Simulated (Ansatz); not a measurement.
**C6H18N2O2Ti: how energies converge with the basis set**

The task here is to estimate one member of a computed series from the others.

Program: Ansatz 0.2.0, Gaussian basis. Level of theory: one geometry, several basis sets. These are calculated values, not measurements.

The runs, in order: PBE0-D4/def2-SVP; ωB97M-V/def2-SVP; PBE0-D4/def2-QZVPP; ωB97M-V/def2-QZVPP; the functionals' def2-TZVPP values are taken from earlier runs.

## The relaxed structure

The geometry comes from an earlier relaxation with PBE0-D4 in a triple-zeta def2 set; it is a stationary point, not always the lowest conformer.

SMILES `CC[N](C)[Ti]([OH])([OH])[N](C)CC`, 29 atoms, charge 0, spin multiplicity 1.

Atoms are counted from 1 here; the program's logs count them from 0.

Bond lengths: C1–C2 1.515 Å, C1–H12 1.093 Å, C1–H13 1.091 Å, C1–H14 1.092 Å, C2–N3 1.446 Å, C2–H15 1.102 Å, C2–H16 1.102 Å, N3–C4 1.445 Å, N3–Ti5 1.890 Å, C4–H17 1.100 Å, C4–H18 1.100 Å, C4–H19 1.091 Å, Ti5–O6 1.833 Å, Ti5–O7 1.818 Å, Ti5–N8 1.884 Å, O6–H20 0.958 Å, O7–H21 0.957 Å, N8–C9 1.438 Å and more. Angles: C2–C1–H12 111.1°, C2–C1–H13 111.5°, C2–C1–H14 109.9°, H12–C1–H13 107.9°, H12–C1–H14 107.9°, H13–C1–H14 108.4°, C1–C2–N3 113.9°, C1–C2–H15 109.2°, C1–C2–H16 109.6°, N3–C2–H15 108.5°, N3–C2–H16 109.6°, H15–C2–H16 105.7°, C2–N3–C4 111.9°, C2–N3–Ti5 127.0°, C4–N3–Ti5 121.1°, N3–C4–H17 111.2°, N3–C4–H18 111.3°, N3–C4–H19 110.9° and more.

Set-up of the first run:

in.yaml reads:

```yaml
crystal:
  periodic: [false, false, false]
  atoms:
    - {symbol: C, position_ang: [-1.455903, -1.858699, -0.856562]}
    - {symbol: C, position_ang: [-2.394872, -0.828626, -0.262206]}
    - {symbol: N, position_ang: [-1.795984, 0.474569, -0.078208]}
    - {symbol: C, position_ang: [-2.691128, 1.387772, 0.594400]}
    - {symbol: Ti, position_ang: [-0.084231, 1.031675, -0.652678]}
    - {symbol: O, position_ang: [0.400621, 0.387467, -2.299261]}
    - {symbol: O, position_ang: [-0.020754, 2.848506, -0.620736]}
    - {symbol: N, position_ang: [1.131369, 0.315711, 0.595561]}
    - {symbol: C, position_ang: [0.886224, -0.323351, 1.860575]}
    - {symbol: C, position_ang: [2.525748, 0.343723, 0.195896]}
    - {symbol: C, position_ang: [3.065992, -1.005908, -0.252227]}
    - {symbol: H, position_ang: [-0.576200, -2.001316, -0.223062]}
    - {symbol: H, position_ang: [-1.109991, -1.560518, -1.847657]}
    - {symbol: H, position_ang: [-1.965835, -2.820086, -0.945067]}
    - {symbol: H, position_ang: [-2.755658, -1.188500, 0.715080]}
    - {symbol: H, position_ang: [-3.291215, -0.737277, -0.896505]}
    - {symbol: H, position_ang: [-2.942837, 1.026863, 1.602546]}
    - {symbol: H, position_ang: [-3.636021, 1.498646, 0.042971]}
    - {symbol: H, position_ang: [-2.239895, 2.376271, 0.687636]}
    - {symbol: H, position_ang: [0.480192, 0.883848, -3.114322]}
    - {symbol: H, position_ang: [0.550024, 3.453195, -0.147499]}
    - {symbol: H, position_ang: [1.461951, 0.155826, 2.666356]}
    - {symbol: H, position_ang: [-0.171752, -0.255328, 2.115221]}
    - {symbol: H, position_ang: [1.159309, -1.387939, 1.855728]}
    - {symbol: H, position_ang: [3.134410, 0.739265, 1.024001]}
    - {symbol: H, position_ang: [2.643174, 1.056068, -0.630017]}
    - {symbol: H, position_ang: [2.491977, -1.370227, -1.106868]}
    - {symbol: H, position_ang: [4.114368, -0.921813, -0.549803]}
    - {symbol: H, position_ang: [3.007317, -1.747915, 0.546910]}
basis:
  gaussian: {orbitals: def2-SVP}
hamiltonian: {xc: pbe0, dispersion: d4}
output: {orbitals: {seedname: orbitals}}
```

On the command line:

```bash
$ ansatz run in.yaml --threads 11 --pin off --events-out ev --progress --plain --max-ram 174080MiB --backend cpu
```

Steps of the session up to this table: PBE0-D4 in def2-SVP; ωB97M-V in def2-SVP; PBE0-D4 in def2-QZVPP; ωB97M-V in def2-QZVPP.

One of the session's tables, all rows but one given; the rest of the session is left out.

It belongs to the step «Functionals by basis». 

| functional | basis | HOMO (eV) |
| --- | --- | --- |
| PBE0-D4 | def2-SVP | -5.96 |
| PBE0-D4 | def2-TZVPP | -6.09 |
| PBE0-D4 | def2-QZVPP | -6.11 |
| ωB97M-V | def2-SVP | -8.22 |
| ωB97M-V | def2-TZVPP | -8.36 |
| ωB97M-V | def2-QZVPP | ? |

**Question.** Estimate the row for ωB97M-V, def2-QZVPP.

As computed: HOMO (eV): -8.38. In the column «HOMO (eV)» it is the lowest.
